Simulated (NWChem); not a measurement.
**AgI (SMILES [Ag][I]) at 3 levels**

We compute a comparison of 3 runs (HF/def2-TZVPPD, MP2/def2-TZVPPD, CCSD/def2-TZVPPD) of AgI. 

The calculation is run with NWChem 7.3.0.

## 1. The molecule

AgI has 2 atoms, charge 0, and is taken as a singlet. As SMILES, `[Ag][I]`. The Ag1–I2 distance was set to 5.598 Å, away from the relaxed value.

## 2. The energy at HF/def2-TZVPPD (core potential) (run 1)

test.nw reads:

```
START test
memory total 2200 mb

GEOMETRY units angstrom noautosym nocenter noautoz
  Ag     0.000000     0.000000    -3.053579
  I      0.000000     0.000000     2.544621
END

BASIS "ao basis" spherical bse
  * library def2-TZVPPD
END

ECP bse
  Ag library def2-TZVPPD
  I library def2-TZVPPD
END

SCF
  thresh 1e-08
  maxiter 80
  print low
END

TASK scf energy
```

Command:

```bash
$ nwchem test.nw > test.out
```

The log of the run:

```text
Northwest Computational Chemistry Package (NWChem) 7.3.0
             --------------------------------------------------------

           Job information
           ---------------

    nwchem branch   = 7.3.0
    use scalapack   = T
    input           = test.nw
    prefix          = test.
    data base       = ./test.db
    status          = startup
    nproc           =        1

           Memory information
           ------------------

    heap     =     72089598 doubles =      550.0 Mbytes
    stack    =     72089595 doubles =      550.0 Mbytes
    global   =    144179200 doubles =     1100.0 Mbytes (distinct from heap & stack)
    total    =    288358393 doubles =     2200.0 Mbytes
    verify   = yes
    hardfail = no

           Directory information
           ---------------------

  0 permanent = .
  0 scratch   = .

                                NWChem Input Module
                                -------------------

 Scaling coordinates for geometry "geometry" by  1.889725989
 (inverse scale =  0.529177249)

                             Geometry "geometry" -> ""
                             -------------------------

 Output coordinates in angstroms (scale by  1.889725989 to convert to a.u.)

  No.       Tag          Charge          X              Y              Z
 ---- ---------------- ---------- -------------- -------------- --------------
    1 Ag                  47.0000     0.00000000     0.00000000    -3.05357900
    2 I                   53.0000     0.00000000     0.00000000     2.54462100

      Atomic Mass
      -----------

      Ag               106.905090
      I                126.900400

 Effective nuclear repulsion energy (a.u.)     235.4650650670

            Nuclear Dipole moment (a.u.)
            ----------------------------
        X                 Y               Z
 ---------------- ---------------- ----------------
     0.0000000000     0.0000000000   -16.3523658970

            XYZ format geometry
            -------------------
     2
 geometry
 Ag                    0.00000000     0.00000000    -3.05357900
 I                     0.00000000     0.00000000     2.54462100

 Summary of "ao basis" -> "" (spherical)
 ------------------------------------------------------------------------------
       Tag                 Description            Shells   Functions and Types
 ---------------- ------------------------------  ------  ---------------------
 *                        def2-TZVPPD                 on all atoms

                 ECP       "ecp basis" -> "" (cartesian)
                -----
  [basis functions not shown]

                      Basis "ao basis" -> "ao basis" (spherical)
                      -----
  [basis functions not shown]

 Summary of "ao basis" -> "ao basis" (spherical)
 ------------------------------------------------------------------------------
       Tag                 Description            Shells   Functions and Types
 ---------------- ------------------------------  ------  ---------------------
 Ag                       def2-TZVPPD               16       56   6s4p3d2f1g
 I                        def2-TZVPPD               19       59   7s6p4d2f

                                 NWChem SCF Module
                                 -----------------

  ao basis        = "ao basis"
  functions       =   115
  atoms           =     2
  closed shells   =    22
  open shells     =     0
  charge          =   0.00
  wavefunction    = RHF
  input vectors   = atomic
  output vectors  = ./test.movecs
  use symmetry    = F
  symmetry adapt  = F

 Forming initial guess at       0.2s

 Starting SCF solution at       1.0s

       Final RHF  results
       ------------------

         Total SCF energy =   -442.728305674104
      One-electron energy =   -869.617004405701
      Two-electron energy =    381.988696360325
 Nuclear repulsion energy =     44.900002371272

        Time for solution =     42.7s

 Task  times  cpu:       43.7s     wall:       43.7s
 Total times  cpu:       43.7s     wall:       43.7s
```

Wall time 44 s (1 thread of Intel Xeon Platinum 8375C at 2.90GHz (Ice Lake), shared host); peak memory 0.11 GiB.

## 3. A single-point energy at MP2/def2-TZVPPD (core potential) (run 2)

run.py reads:

```python
from ase import Atoms
from ase.calculators.nwchem import NWChem

mol = Atoms('AgI', positions=[
    [0.000000, 0.000000, -3.053579],
    [0.000000, 0.000000, 2.544621],
])

calc = NWChem(
    label='input',
    theory='mp2',
    memory='2200 mb',
    basis='def2-TZVPPD',
    basispar='spherical bse',
    scf={'nopen': '0', 'rhf': None, 'thresh': '1e-08', 'maxiter': '80'},
    mp2={'freeze': 'core 4', 'tight': None},
    task='energy',
    **{'ecp bse': {'Ag library': 'def2-TZVPPD', 'I library': 'def2-TZVPPD'}},
)
mol.calc = calc

print("Total energy (eV):", round(mol.get_potential_energy(), 6))
```

Command:

```bash
$ export ASE_NWCHEM_COMMAND="nwchem PREFIX.nwi > PREFIX.nwo"
$ python run.py
```

The log of the run:

```text
Total energy (eV): -12077.941914
```

The calculator wrote input.nwi:

```
title "input"

permanent_dir input

scratch_dir input

start input

geometry units angstrom nocenter noautosym noautoz
  Ag 0.0000000000000000e+00 0.0000000000000000e+00 -3.0535790000000000e+00
  I  0.0000000000000000e+00 0.0000000000000000e+00 2.5446209999999998e+00
end

memory 2200 mb

basis spherical bse noprint
   * library def2-TZVPPD
end

scf
  nopen 0
  rhf
  thresh 1e-08
  maxiter 80
end
mp2
  freeze core 4
  tight
end
ecp bse
  Ag library def2-TZVPPD
  I library def2-TZVPPD
end

task mp2 energy
```

input.nwo:

```text
Northwest Computational Chemistry Package (NWChem) 7.3.0
             --------------------------------------------------------

           Job information
           ---------------

    nwchem branch   = 7.3.0
    use scalapack   = T
    input           = input.nwi
    prefix          = input.
    data base       = input/input.db
    status          = startup
    nproc           =        1

           Memory information
           ------------------

    heap     =     72089598 doubles =      550.0 Mbytes
    stack    =     72089595 doubles =      550.0 Mbytes
    global   =    144179200 doubles =     1100.0 Mbytes (distinct from heap & stack)
    total    =    288358393 doubles =     2200.0 Mbytes
    verify   = yes
    hardfail = no

           Directory information
           ---------------------

  0 permanent = input
  0 scratch   = input

                                NWChem Input Module
                                -------------------

                                       input
                                       -----

[... 83 lines left out ...]
 Convergence threshold     :          1.000E-08
[... 13 lines left out ...]
       Final RHF  results
[... 3 lines left out ...]
      One-electron energy =   -869.617004408478
[... 1 line left out ...]
 Nuclear repulsion energy =     44.900002371272
[... 40 lines left out ...]
                       ROHF Final Molecular Orbital Analysis
[... 335 lines left out ...]
 Semi-direct pass number   1 of   1  for RHF alpha+beta  at       46.6s
 Done moints_semi at       52.4s
 Done maket at       53.0s
 Done multipass loop at       53.0s

          -------------------------------------------
          SCF energy                -442.728305674221
          Correlation energy          -1.127876566625
          Singlet pairs               -0.542720375125
          Triplet pairs               -0.585156191501
          Total MP2 energy          -443.856182240847
          -------------------------------------------

          ---------------------------------------------------
                    Spin Component Scaled (SCS) MP2
          Same spin pairs                     -0.390104127667
          Same spin scaling factor             0.333333333333
          Opposite spin pairs                 -0.737772438958
          Opposite spin scaling fact.          1.200000000000
          SCS-MP2 correlation energy          -1.015361635972
          Total SCS-MP2 energy              -443.743667310194
          ---------------------------------------------------

 -----------------------
 Task  times  cpu:       53.0s     wall:       53.0s
 Total times  cpu:       53.1s     wall:       53.1s
```

Run time: 55 s. Hardware: 1 thread of Intel Xeon Platinum 8375C at 2.90GHz (Ice Lake), shared host; peak memory 0.51 GiB.

## 4. The energy at CCSD/def2-TZVPPD (core potential) (run 3)

agi.nw reads:

```
echo
start agi
title "AgI ccsd"
memory total 2200 mb
charge 0

geometry units angstrom noautosym nocenter noautoz
   Ag    0.000000    0.000000   -3.053579
   I     0.000000    0.000000    2.544621
end

basis "ao basis" spherical bse
   * library def2-TZVPPD
end

ecp bse
   Ag library def2-TZVPPD
   I library def2-TZVPPD
end

scf
   thresh 1e-08
   maxiter 80
end

ccsd
   freeze core 4
   maxiter 60
end

task ccsd
```

Command:

```bash
$ nwchem agi.nw > agi.out
```

The log of the run:

```text
[...]
  functions       =   115
[...]
  wavefunction    = RHF
[...]
         Total SCF energy =   -442.728305674104
      One-electron energy =   -869.617004405701
      Two-electron energy =    381.988696360325
 Nuclear repulsion energy =     44.900002371272
        Time for solution =     52.7s
[...]
 Total MP2 energy:           -443.856182240827820
[...]
             energy      energy      error      ampl     ampl      Block
                                                time     time      time
[...]
 Total CCSD energy:           -443.788974365766421
[...]
```

Wall time 18 min (1 thread of Intel Xeon Platinum 8375C at 2.90GHz (Ice Lake), shared host); peak memory 0.57 GiB.

## 5. Overview of the runs

```csv
run,level,module,frozen core orbitals,energy (Eh),wall time
1,HF/def2-TZVPPD (core potential),scf,–,-442.728306,44 s
2,MP2/def2-TZVPPD (core potential),mp2,4,-443.856182,55 s
3,CCSD/def2-TZVPPD (core potential),ccsd,4,-443.788974,18 min
```

## 6. What came out

```
                                          quantity          value
                               run 3: total energy  -443.78897 Eh
        run 3: HOMO energy (Hartree–Fock orbitals)       -6.41 eV
        run 3: LUMO energy (Hartree–Fock orbitals)       -3.28 eV
      run 3: HOMO–LUMO gap (Hartree–Fock orbitals)        3.13 eV
run 3: correlation energy (4 core orbitals frozen)    -1060.7 mEh
```

In words: Below the HF energy at the same shape and in the same basis (def2-TZVPPD): MP2 -1127.9 mEh; CCSD -1060.7 mEh. In runs 1, 2, 3 a closed-shell determinant meets a far-stretched bond, which it describes badly. All runs together took 19 min, the longest 18 min.
